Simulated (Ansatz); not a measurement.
**InCNClF (SMILES N#[C][In]([F])[Cl]): PBE/def2-SVP (core potential)**

Aim: the vertical singlet–triplet gap of InCNClF at PBE/def2-SVP (core potential), from 2 runs. 

Program for the calculation: Ansatz 0.2.0.

127 further runs of the same task are left out: 7 that didn't finish, 120 set aside as unsound or not needed.

### Step 1. Starting point

The species is InCNClF (5 atoms), meant as a singlet with charge 0. As SMILES, `N#[C][In]([F])[Cl]`. The coordinates come from a PBE0-D4/def2-TZVP relaxation.

Bond lengths: N1–C2 1.152 Å, C2–In3 2.082 Å, In3–F4 1.924 Å, In3–Cl5 2.280 Å. Angles: N1–C2–In3 178.9°, C2–In3–F4 118.2°, C2–In3–Cl5 125.8°, F4–In3–Cl5 115.9°.

### Step 2. A single-point energy at PBE/def2-SVP (core potential)

The input, in.yaml:

```yaml
crystal:
  periodic: [false, false, false]
  atoms:
    - symbol: "N"
      position_ang: [-1.392600, 1.451400, 1.648800]
    - symbol: C
      position_ang: [-0.781900, 0.784400, 0.934900]
    - symbol: In
      position_ang: [0.330400, -0.389600, -0.376400]
    - symbol: F
      position_ang: [0.434400, -2.280900, -0.039700]
    - symbol: Cl
      position_ang: [1.459700, 0.361000, -2.209100]
basis:
  gaussian:
    orbitals: def2-SVP
hamiltonian:
  xc: pbe
accuracy: high
output: {orbitals: {seedname: orbitals}}
```

Launch:

```sh
$ ansatz run in.yaml --threads 1 --pin off --max-ram 3480MiB --events-out events.jsonl --progress --plain --runs-dir runs
```

Log:

```text
Warning: RAYON_NUM_THREADS=1 ignored (pool sized by the plan → 1); use --threads N
Functional definition: PBE
  name "PBE"
  parameter kappa = 0.804
  parameter beta = 0.06672455060314922
  exchange = pbe_x(kappa = kappa, mu = beta*pi^2/3)
  correlation = pbe_c(beta = beta)
1856 factors; integrals over basis functions are off by at most 7.9e-9 eV
mean field evaluation 1: about -22914.7798 eV, gradient 5.9e1 eV
mean field evaluation 2: about -22825.9814 eV, gradient 2.0e2 eV
mean field evaluation 4: about -22921.4020 eV, gradient 2.5e1 eV
mean field evaluation 8: about -22922.7243 eV, gradient 6.5e-1 eV
mean field evaluation 16: about -22922.7196 eV, gradient 2.0e-4 eV
mean field -22922.71962110 eV, -842.3944084980 hartree, gradient 4.5e-8 eV, S^2 0.000000; 0 other end points of the search recorded, 0 dependent functions left out
reference -22922.71962535 eV, -842.3944086541 hartree; 30, 30 occupied and 56, 56 virtual orbitals, 1856 factors
Total energy: -22922.71962535 eV, -842.3944086541 hartree
```

It took 12 s on 1 thread of Arm Neoverse N1, shared host; peak memory 0.21 GiB.

### Step 3. The triplet

The input, job.yaml:

```yaml
crystal:
  periodic: [false, false, false]
  atoms:
    - {symbol: "N", position_ang: [-1.392600, 1.451400, 1.648800]}
    - {symbol: C, position_ang: [-0.781900, 0.784400, 0.934900]}
    - {symbol: In, position_ang: [0.330400, -0.389600, -0.376400]}
    - {symbol: F, position_ang: [0.434400, -2.280900, -0.039700]}
    - {symbol: Cl, position_ang: [1.459700, 0.361000, -2.209100]}
basis:
  gaussian: {orbitals: def2-SVP}
magnetization: {spin_polarized: true, initial_magnetization: 2}
hamiltonian: {xc: {name: PBE}}
accuracy: high
output: {orbitals: {seedname: orbitals}}
```

Launch:

```sh
$ ansatz run job.yaml --threads 1 --pin off --max-ram 3480MiB --events-out events.jsonl --progress --plain --runs-dir runs
```

Log (excerpt; [...] marks lines left out):

```text
Warning: RAYON_NUM_THREADS=1 ignored (pool sized by the plan → 1); use --threads N
[... 2 set-up lines as earlier in the session ...]
[...]
1856 factors; integrals over basis functions are off by at most 7.9e-9 eV
[...]
mean field -22917.77933770 eV, -842.2128564318 hartree, gradient 7.1e-8 eV, S^2 2.002247; 18 other end points of the search recorded, 0 dependent functions left out
reference -22917.77934187 eV, -842.2128565851 hartree; 31, 29 occupied and 55, 57 virtual orbitals, 1856 factors
Total energy: -22917.77934187 eV, -842.2128565851 hartree
```

It took 1.8 min on 1 thread of Arm Neoverse N1, shared host; peak memory 0.3 GiB.

### Step 4. Summary of results

At PBE/def2-SVP (core potential):

| quantity | value |
| --- | --- |
| singlet: total energy | -842.39441 Eh |
| singlet: HOMO energy | -8.21 eV |
| singlet: LUMO energy | -3.43 eV |
| singlet: HOMO–LUMO gap | 4.78 eV |
| triplet: total energy | -842.21286 Eh |
| triplet: HOMO energy (highest over α and β) | -3.46 eV |
| triplet: ⟨S²⟩ | 2.002 |
| vertical energy of the triplet above the singlet | 4.940 eV |

In words: At this shape the triplet lies 4.94 eV (114 kcal/mol) above the singlet.
